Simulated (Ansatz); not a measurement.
# La (sc type): a single-point run

Aim: a sound single-point run of La (sc type).

Method: DFT, LDA, all-electron LAPW, scalar-relativistic, in Ansatz 0.2.0.

5 further runs of the same task are left out: 5 that didn't finish. Runs told in other sessions of the task aren't counted.

**1. Starting point**

The structure is cubic, space group Pm-3m (No. 221). Conventional cell: a = 2.679 Å, b = 2.679 Å, c = 2.679 Å, α = 90.00°, β = 90.00°, γ = 90.00°. La (site symmetry m-3m) is surrounded by 6 La at 2.68 Å.

Coordinates:

```cif
data_structure
_symmetry_space_group_name_H-M 'Pm-3m'
_symmetry_Int_Tables_number 221
_cell_length_a 2.6787
_cell_length_b 2.6787
_cell_length_c 2.6787
_cell_angle_alpha 90.000
_cell_angle_beta 90.000
_cell_angle_gamma 90.000
_cell_volume 19.22
loop_
_atom_site_label
_atom_site_type_symbol
_atom_site_symmetry_multiplicity
_atom_site_Wyckoff_symbol
_atom_site_fract_x
_atom_site_fract_y
_atom_site_fract_z
_atom_site_occupancy
La1 La 1 a 0.00000 0.00000 0.00000 1
```

**2. The calculation**

input.yaml

```yaml
crystal:
  lattice:
    - [2.678692074, 0.0, 0.0]
    - [0.0, 2.678692074, 0.0]
    - [0.0, 0.0, 2.678692074]
  atoms:
    - { symbol: La, position: [0.0, 0.0, 0.0] }
kpoints:
  mp_grid: { grid: [13, 13, 13] }
scf:
  occupations: { method: fermi_dirac, width: 0.05 }
  convergence: { dr2_threshold: 1.0e-16 }
  max_iter: 50
hamiltonian:
  xc: lda
  pseudopotentials: { kind: all_electron, lapw: { basis_error: 0.001 } }
output:
  forces: true
  stress: true
  eigenvalues: true
  populations: true
```

Command:

```bash
ansatz run input.yaml --threads 1 --pin off --max-ram 2048MiB --backend cpu --events-out ev --progress --plain --runs-dir out
```

What happens when this is run?

The program finished normally. It gives a pressure of 54 GPa, which is large; a structure far from rest gives such values too, whatever the setting.

The suspect setting: scf.convergence.dr2_threshold is 1.0e-16. The risk: threshold needlessly tight. Once met, so tight a threshold does no harm; it costs cycles.

The test: delete scf.convergence.dr2_threshold (the default then holds).
